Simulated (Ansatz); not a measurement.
Crystal: Ga3Se.

```
CELL_PARAMETERS angstrom
4.43246 0.00000 0.00000
0.00000 4.43246 0.00000
0.00000 0.00000 4.43246
ATOMIC_POSITIONS crystal
Se 0.00000 0.00000 0.00000
Ga 0.50000 0.50000 0.00000
Ga 0.50000 0.00000 0.50000
Ga 0.00000 0.50000 0.50000
```

The cell comes from a database or a generator and needn't be the stable form of this composition.

Base run:

* Program: Ansatz 0.2.0
* Functional: r2SCAN0
* Potentials or basis: Ansatz PAW
* Cutoff: 500 eV (not typed: the program's choice for these potentials)
* k mesh: 4 × 4 × 4
* Occupations: fermi-dirac, width 0.05 eV
* Spin: no spin polarisation

Its results: band gap on the k mesh none (metal or under the smearing width); pressure -1.2 GPa.

Q: After a change of settings the same cell gave: band gap on the k mesh none (metal or under the smearing width); pressure -0.8 GPa. Which change was it?
A. functional from r2SCAN0 to revPBE; cutoff from 500 eV (not typed: the program's choice for these potentials) to 420 eV (not typed: the program's choice for these potentials)
B. functional from r2SCAN0 to PBE0; cutoff from 500 eV (not typed: the program's choice for these potentials) to 420 eV (not typed: the program's choice for these potentials)
C. functional from r2SCAN0 to BLYP; cutoff from 500 eV (not typed: the program's choice for these potentials) to 420 eV (not typed: the program's choice for these potentials)
D. functional from r2SCAN0 to LDA; cutoff from 500 eV (not typed: the program's choice for these potentials) to 420 eV (not typed: the program's choice for these potentials)

A: B.

Caveats: the PAW data sets come from PBE, with cores solved anew for the run's functional, which leaves a small shift of forces and pressure; the thresholds are loose for stress.

Runs at the PBE level aren't shown here.
